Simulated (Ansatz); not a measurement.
# BeN2: the cost of one run

Method: DFT PBE, scalar-relativistic, plane waves, PAW, in Ansatz 0.2.0.

2 further runs of the same task are left out: 2 set aside as unsound or not needed.

### 1 The system as given

It takes space group R-3m (No. 166, trigonal). Conventional cell: a = 2.579 Å, b = 2.579 Å, c = 11.684 Å, α = 90.00°, β = 90.00°, γ = 120.00°. Around Be (site symmetry -3m) lie 6 N at 1.78 Å. N (site symmetry 3m) has 3 Be at 1.78 Å as nearest neighbours.

As a file:

```cif
data_structure
_symmetry_space_group_name_H-M 'R-3m:H'
_symmetry_Int_Tables_number 166
_cell_length_a 2.5790
_cell_length_b 2.5790
_cell_length_c 11.6838
_cell_angle_alpha 90.000
_cell_angle_beta 90.000
_cell_angle_gamma 120.000
_cell_volume 67.30
loop_
_atom_site_label
_atom_site_type_symbol
_atom_site_symmetry_multiplicity
_atom_site_Wyckoff_symbol
_atom_site_fract_x
_atom_site_fract_y
_atom_site_fract_z
_atom_site_occupancy
Be1 Be 3 a 0.00000 0.00000 0.00000 1
N1 N 6 c 0.66667 0.33333 0.08333 1
```

This is candidate A: cadmium chloride type (R-3m, No. 166).

(A quick probe on a coarse mesh, which set the mesh and smearing, is not shown.)

### 3 A loose first relaxation (candidate A)

The input, input.yaml:

```yaml
crystal:
  lattice:
    - [1.2894955388, 0.7444905964, 3.8946063966]
    - [-1.2894955388, 0.7444905964, 3.8946063966]
    - [0.0, -1.4889811928, 3.8946063966]
  atoms:
    - { symbol: Be, position: [0.0, 0.0, 0.0] }
    - { symbol: "N", position: [0.75, 0.75, 0.75] }
    - { symbol: "N", position: [0.25, 0.25, 0.25] }
basis:
  ecutwfc: 420
kpoints:
  mp_grid: { grid: [6, 6, 6] }
hamiltonian:
  xc: pbe
scf:
  occupations: { method: gaussian, width: 0.1 }
  lower_state_search: "off"
output:
  forces: true
  stress: true
  eigenvalues: true
relax:
  adjacent_minimum: "off"
  f_tol: 0.04
  max_steps: 70
  cell: { stress_tol: 0.4 }
```

Command:

```sh
$ ansatz run input.yaml --threads 1 --pin off --max-ram 2560MiB --backend cpu --events-out ev --progress --plain --runs-dir out
```

**Question.** How long does this run take on 1 thread of Intel Xeon Platinum 8259CL at 2.50GHz (Skylake/Cascade Lake), shared host, and how much memory does it need?

About 12 s, with a peak of 0.34 GiB.
